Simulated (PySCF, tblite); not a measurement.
**CH₇GeN, a small molecule taken as a stand-in for a surface group (germyl): NMR shifts, core binding energies and electronic excitations**

What NMR shifts, core binding energies and electronic excitations should one expect for `C[NH][GeH3]`?

Programs: tblite 0.8.0 and PySCF 2.14.0. All values are calculated, for the isolated system unless a continuum is named. Atoms count from 0, parts from 1.

## 1. Starting point

10 atoms, charge 0, multiplicity 1; geometry: distance geometry start.

## 2. Relaxing the cluster with GFN2-xTB

The job: settings as JSON, then the geometry in Å.

```
{"job": {"kind": "relax", "xc": "GFN2-xTB", "basis": "xTB"}, "charge": 0, "multiplicity": 1}
Ge     1.481173    -0.407857    -1.014321
N      1.722769     0.001244     0.812173
C      0.656254    -0.324254     1.710012
H      1.738919    -1.873672    -1.256890
H      2.433255     0.412526    -1.866351
H      0.051780    -0.069637    -1.424480
H      2.246703     0.868137     1.021127
H      0.351688    -1.296071     1.531441
H     -0.148827     0.320357     1.505703
H      0.951477    -0.221016     2.686801
```

With the program's defaults for keys left out, this is: GFN2-xTB geometry optimisation, gas phase.

Started as:

```bash
$ OMP_NUM_THREADS=1 python cluster_run.py task.json out
```

This one command runs all jobs of the session in turn.

**Question.** The jobs that follow are: PBE0-D3(BJ)/def2-SVP geometry optimisation, gas phase; GIAO PBE0/pcSseg-2 NMR shielding, non-relativistic, gas phase; delta-SCF UKS SCAN, pcX-2 on the ionised atom, pcseg-1 elsewhere, spin-free X2C; TDDFT CAM-B3LYP/def2-SVPD, vertical, gas phase, core orbitals frozen in the response. Predict: point group; rotational constants (main isotopes); 13C shifts against TMS (PBE0/pcSseg-2); 1H shifts against TMS (PBE0/pcSseg-2); 73Ge shifts against GeMe4 (PBE0/pcSseg-2); 15N shifts against NH3 (PBE0/pcSseg-2); N1s binding energies, SCAN/pcX-2; C1s binding energies, SCAN/pcX-2; lowest singlet (CAM-B3LYP/def2-SVPD); brightest single state of those computed; lowest triplet; vertical ionisation energy (ΔSCF).

As calculated:

```
                                 quantity                                          value
                              point group                                             C1
     rotational constants (main isotopes)                          27.52, 3.74, 3.52 GHz
   13C shifts against TMS (PBE0/pcSseg-2)                                       36.1 ppm
    1H shifts against TMS (PBE0/pcSseg-2)  4.81, 4.52, 4.45, 2.92, 2.79, 2.37, -0.59 ppm
73Ge shifts against GeMe4 (PBE0/pcSseg-2)                                       -128 ppm
   15N shifts against NH3 (PBE0/pcSseg-2)                                        6.0 ppm
         N1s binding energies, SCAN/pcX-2                                   N1 404.29 eV
         C1s binding energies, SCAN/pcX-2                                   C2 291.53 eV
     lowest singlet (CAM-B3LYP/def2-SVPD)                    5.68 eV (218 nm), f = 0.005
 brightest single state of those computed                    state 2, 6.55 eV, f = 0.040
                           lowest triplet                                        5.37 eV
        vertical ionisation energy (ΔSCF)                                        8.85 eV
```

Over 3 steps the energy fell by 0.132 eV; of the close pairs, Ge0–H3 changed most, 1.466 to 1.540 Å (PBE0/def2-SVP). At PBE0/pcSseg-2: Shielding is most anisotropic at Ge0 (span 326 ppm, paramagnetic term -1290 ppm). The first singlet state (HOMO→LUMO 0.75, HOMO→LUMO+1 0.21) lies at 5.68 eV and is weak; of the 6 states computed, the strongest absorption comes from state 2 at 6.55 eV (the last state computed is bright too, and its partners may lie past the list). The lowest triplet lies 0.31 eV below the lowest singlet (triplets in Tamm-Dancoff, singlets in full TDDFT). The orbital energy would give 8.00 eV for ionisation, ΔSCF gives 8.85 eV. Spin-orbit coupling is left out, which matters for shieldings and couplings at and beside the heavy atoms.
